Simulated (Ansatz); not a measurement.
# FGaHO−: one structure at several levels

One table from this session's results is given with a row withheld; the runs are named, their logs left out.

Program: Ansatz 0.2.0, Gaussian basis. Level of theory: single points in def2-TZVPPD. These are calculated values, not measurements.

Cores are frozen in the correlated methods. Filled d shells of the heavier atoms are correlated.

## Where the work starts

SMILES `[O-][GaH][F]`, 4 atoms, charge -1, spin multiplicity 1.

Atoms are counted from 1 here; the program's logs count them from 0.

Bond lengths: O1–Ga2 1.747 Å, Ga2–F3 1.914 Å, Ga2–H4 1.527 Å. Angles: O1–Ga2–F3 123.7°, O1–Ga2–H4 138.6°, F3–Ga2–H4 97.6°.

As a file:

```xyz
4
FGaHO
O    -1.5432   -0.4054    0.9734
Ga   -0.1700    0.0480   -0.0067
F     1.6252   -0.5071    0.3566
H     0.1349    0.9419   -1.2068
```

Set-up of the first run:

Contents of run/in.yaml:

```yaml
crystal:
  periodic: [false, false, false]
  atoms:
    - {symbol: O, position_ang: [-1.543200, -0.405400, 0.973400]}
    - {symbol: Ga, position_ang: [-0.170000, 0.048000, -0.006700]}
    - {symbol: F, position_ang: [1.625200, -0.507100, 0.356600]}
    - {symbol: H, position_ang: [0.134900, 0.941900, -1.206800]}
basis:
  gaussian: {orbitals: "def2-TZVPPD.json"}
total_charge: -1
correlation: {method: ccsd_t}
output: {forces: true}
```

The basis file named in the input lies beside it (Basis Set Exchange, JSON).

The command line of these runs was not kept.

Among the steps run: CCSD(T)/def2-TZVPPD; PBE0-D4/def2-TZVPPD; wB97M-V/def2-TZVPPD; r2SCAN-D4/def2-TZVPPD; PBE-D4/def2-TZVPPD; BLYP-D4/def2-TZVPPD; BHLYP-D4/def2-TZVPPD.

One table of the session follows, with a row left open; its other results are not shown here.

| method | RMS force component (eV/Å) | angle to CCSD(T) forces (°) |
| --- | --- | --- |
| CCSD(T) | 0.695 | reference |
| PBE0-D4 | 0.821 | 9.1 |
| wB97M-V | 0.787 | 10.3 |
| r2SCAN-D4 | 0.759 | 7.5 |
| PBE-D4 | 0.588 | 15.2 |
| BLYP-D4 | ? | ? |
| BHLYP-D4 | 0.941 | 10.2 |

Estimate the missing values for BLYP-D4.

As computed: RMS force component (eV/Å): 0.495; angle to CCSD(T) forces (°): 21.5. In the column «RMS force component (eV/Å)» it is the lowest.
